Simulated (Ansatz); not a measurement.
# Al2Ru: a line through an energy map

The task here is to estimate one member of a computed series from the others.

Computed with Ansatz 0.2.0 (DFT PBEsol, scalar-relativistic, plane waves, PAW, unless a step's input says otherwise).

28 further runs of the same task are left out: 28 set aside as unsound or not needed.

### Starting point

The structure is tetragonal, space group I4/mmm (No. 139). Conventional cell: a = 3.121 Å, b = 3.121 Å, c = 8.422 Å, α = 90.00°, β = 90.00°, γ = 90.00°. Around Al (site symmetry 4mm) lie 5 Ru at 2.58 to 2.87 Å and 5 Al at 2.68 to 2.69 Å. Ru (site symmetry 4/mmm) has 10 Al at 2.58 to 2.87 Å as nearest neighbours.

Structure file:

```
CELL_PARAMETERS angstrom
-1.56064 1.56064 4.21104
1.56064 -1.56064 4.21104
1.56064 1.56064 -4.21104
ATOMIC_POSITIONS crystal
Al 0.65908 0.65908 0.00000
Al 0.34092 0.34092 0.00000
Ru 0.00000 0.00000 0.00000
```

It goes back to an entry of the Materials Project, which need not be the stable form.

This cell was relaxed beforehand with the same method: volume 13.68 Å³/atom, gap on the mesh none (metal).

### What is varied

The energy is mapped over volume and a fixed ferromagnetic moment.

The axes are (1) volume per atom: 7 values from 10.26 to 17.09 Å³; (2) total spin moment of the cell, held fixed: 9 values from 0.000 to 1.500 μB.

Nothing else is relaxed (shape and fractional coordinates fixed). Points are written as (first, second).

The first run:

The input, input.yaml:

```yaml
crystal:
  lattice:
    - [-1.4179163248, 1.4179163248, 3.8259392533]
    - [1.4179163248, -1.4179163248, 3.8259392533]
    - [1.4179163248, 1.4179163248, -3.8259392533]
  atoms:
    - { symbol: Al, position: [0.6590805105, 0.6590805105, 0.0] }
    - { symbol: Al, position: [0.3409194895, 0.3409194895, 0.0] }
    - { symbol: Ru, position: [0.0, 0.0, 0.0], spin: 1.312 }
basis:
  ecutwfc: 420
kpoints:
  mp_grid: { grid: [20, 20, 20] }
hamiltonian:
  xc: pbesol
  pseudopotentials: { kind: paw, azcp: { folder: soft_1 } }
scf:
  occupations: { method: gaussian, width: 0.15 }
  lower_state_search: "off"
output:
  forces: true
  stress: true
  eigenvalues: true
  populations: true
magnetization:
  spin_polarized: true
  initial_magnetization: 1.3125
  spin_locking: { lock_magnetization: hard }
```

Command:

```console
> ansatz run input.yaml --threads 4 --pin off --max-ram 8192MiB --backend cpu --events-out ev --progress --plain --runs-dir out
```

Steps of the session up to this table: Point (10.26 Å³, 1.312 μB); The run at (12.54 Å³, 1.312 μB); Point (13.68 Å³, 1.312 μB); Grid point (15.95 Å³, 1.312 μB); Point (17.09 Å³, 1.312 μB).

One of the session's tables, all rows but one given; the rest of the session is left out.

It belongs to the step «The line in numbers». 

| volume per atom (Å³) | energy (meV/atom) | pressure (GPa) | largest force on an atom (eV/Å) |
| --- | --- | --- | --- |
| 10.26 | 928 | 103 | 1.31 |
| 11.40 | 378 | 55 | 0.60 |
| 12.54 | ? | ? | ? |
| 13.68 | 0 | 5 | 0.22 |
| 14.81 | 12 | −8 | 0.45 |
| 15.95 | 98 | −16 | 0.60 |
| 17.09 | 231 | −21 | 0.70 |

Estimate the missing values for volume per atom (Å³) = 12.54.

Worked estimate for «energy (meV/atom)». A straight line through the neighbours (11.40, 378) and (13.68, 0) gives 378 + (0 − 378) × (12.54 − 11.40) / (13.68 − 11.40) = 189; a parabola fitted to 4 rows on both sides gives 95.

As computed: energy (meV/atom): 101; pressure (GPa): 25; largest force on an atom (eV/Å): 0.11. In «energy (meV/atom)» the line misses by +88 and the parabola by -6.

Energies count from the lowest point of the line. Rows without a step come from runs not printed here or follow by symmetry.

Three points round the minimum, joined by a parabola, put the minimum at 14.124 Å³, with a curvature of about 87 meV/atom per (Å³)². The highest point computed, at 10.26 Å³, lies 928 meV/atom above the lowest.

Limits of these values: Warnings in the runs' records: pseudo functional mismatch, stress scf threshold loose.
